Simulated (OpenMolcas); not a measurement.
# Rh²⁺ among point charges: CASSCF and CASPT2 levels and susceptibility

How does a field of 6 point charges split the states of Rh²⁺, and what χT follows?

The numbers are computed with OpenMolcas 26.06 (state-averaged CASSCF and CASPT2, spin-orbit coupling by RASSI with atomic mean-field integrals), except any that are marked as measured or tabulated.

## (1) The system

- Species: Rh²⁺ (rhodium, Z = 45, 43 electrons)
- Basis: ANO-RCC-VDZP [6s5p3d1f], 43 functions
- Scalar Hamiltonian: DKH2, point nucleus
- Inactive shells: 1s 2s 2p 3s 3p 3d 4s 4p
- Active space: 7 electrons in 5 orbitals (4d)
- Some configurations of this space: 4d7
- Orbitals: optimised for each spin and parity, averaged over all roots

The outer shells:

4d7
```
4d [↑↓][↑↓][↑ ][↑ ][↑ ]
```

The ion sits among 6 point charges of -1 e arranged as an octahedron (Oh), 1.81 Å from the ion.

The work runs as a chain of OpenMolcas steps in one folder; each step below is one input file. Labels, J, g values, rates, χT and fits are worked out afterwards by a script from the matrices that RASSI stores. The input lists half of the charges; inversion (Group=XYZ) makes the rest.

## (2) Basis and integrals

File a.inp:

```
&GATEWAY
Coord
1

Rh 0.0 0.0 0.0
Basis=ANO-RCC-VDZP
Group=XYZ
NoMove
AngMom=0.0 0.0 0.0
AMFI
XField
3 Angstrom 0
1.810000 0.000000 0.000000 -1.000000
0.000000 1.810000 0.000000 -1.000000
0.000000 0.000000 1.810000 -1.000000
&SEWARD
```

The run is started by

```bash
OMP_NUM_THREADS=1 MOLCAS_MEM=1689 MOLCAS_PROJECT=a pymolcas a.inp > a.log
```

## (3) CASSCF: quartets of even parity, 10 roots

File a.inp:

```
&RASSCF
FileOrb=start.orb
Symmetry=1
Spin=4
nActEl=7 0 0
Inactive=9 9
Ras2=5 0
CIRoot=10 10 1
SDav=10
CIMx=300
Iter=120 100
PrWF=0.3
OrbListing=Nothing
MaxOrb=0
>>> COPY $Project.JobIph JOB001
```

start.orb holds the contracted functions of the basis, ordered by shell, or the orbitals of the step before.

## (4) CASSCF: doublets of even parity, 40 roots

File a.inp:

```
&RASSCF
FileOrb=start.orb
Symmetry=1
Spin=2
nActEl=7 0 0
Inactive=9 9
Ras2=5 0
CIRoot=40 40 1
SDav=40
CIMx=300
Iter=120 100
PrWF=0.3
OrbListing=Nothing
MaxOrb=0
>>> COPY $Project.JobIph JOB002
```

## (5) RASSI: spin-orbit coupling between the states

File a.inp:

```
&RASSI
NrOfJobIphs=2 10 40
1 2 3 4 5 6 7 8 9 10
1 2 3 4 5 6 7 8 9 10 11 12 13 14 15 16 17 18 19 20 21 22 23 24 25 26 27
28 29 30 31 32 33 34 35 36 37 38 39 40
IphNames
JOB001
JOB002
EJob
SpinOrbit
DIPRint=1.0
SOCoupling=1000.0
Subsets=2
Property=9
'ANGMOM' 1 'ANGMOM' 2 'ANGMOM' 3 'MLTPL  1' 1 'MLTPL  1' 2 'MLTPL  1' 3
'AMFI' 1 'AMFI' 2 'AMFI' 3
SOProperty=3
'ANGMOM' 1 'ANGMOM' 2 'ANGMOM' 3
```

## (6) CASPT2: IPEA 0.25, imaginary shift 0.1 (closed shells correlated: 4s 4p)

File a.inp:

```
>>> COPY JOB001 $Project.JobIph
&CASPT2
Multistate=10 1 2 3 4 5 6 7 8 9 10
NoMult
Frozen=8 6
IPEA=0.25
Imaginary=0.1
MaxIter=60
WThr=0.0 0.3 0.05
PrWF=0.5
NoMix
>>> COPY JOB002 $Project.JobIph
&CASPT2
Multistate=40 1 2 3 4 5 6 7 8 9 10 11 12 13 14 15 16 17 18 19 20 21 22
23 24 25 26 27 28 29 30 31 32 33 34 35 36 37 38 39 40
NoMult
Frozen=8 6
IPEA=0.25
Imaginary=0.1
MaxIter=60
WThr=0.0 0.3 0.05
PrWF=0.5
NoMix
```

(Steps that only read results are left out.)

What does the calculation give? Wanted: spin-free ground state; first state of the same spin within the active space; lowest level; next level.

As calculated:

| quantity | value |
| --- | --- |
| method | SS-CASPT2, IPEA 0.25, imaginary shift 0.1 (closed shells correlated: 4s 4p) |
| spin-free ground state | 4T1, 3-fold in its orbital part |
| first state of the same spin within the active space | 4T2 at 8770 cm⁻¹ |
| lowest level | 2-fold Γ6, g = 4.58, 4.58, 4.58 |
| next level | 733.8 cm⁻¹ |
| χT at 300 K | 3.33 cm³ K/mol |
| effective moment at 300 K | 5.16 μB |

Cost by method:

```tsv
method	time of its own steps	time with the reference
A. CASSCF	8.9 s	8.9 s
B. SS-CASPT2, IPEA 0.25, imaginary shift 0.1, +4s 4p	2.7 s	12 s
```

Times are of one thread on a shared host.

In words: The spin-free ground state (4T1) comes to 96 % from free-ion F terms and keeps the highest spin of the shell. χT at 300 K is 3.33, against 1.88 cm³ K/mol for the spin alone, so orbital moment adds to it. An active space of the d shell alone favours high spin; real ions in strong fields can be low spin. A ligand-field fit to the states below 45000 cm-1 gives 10Dq = 9127 cm-1, B = 731 cm-1 and C = 3291 cm-1 (C/B = 4.50), with a deviation of 472 cm-1. CASPT2 does not keep the components of a term degenerate, and the means are used. The field of point charges can differ much from that of real complexes. With metal d orbitals alone active, the gaps between spin states are rough; where two lie within a few thousand cm-1, their order is open. Point charges carry no covalency, so the field is a model and not that of real ligands.
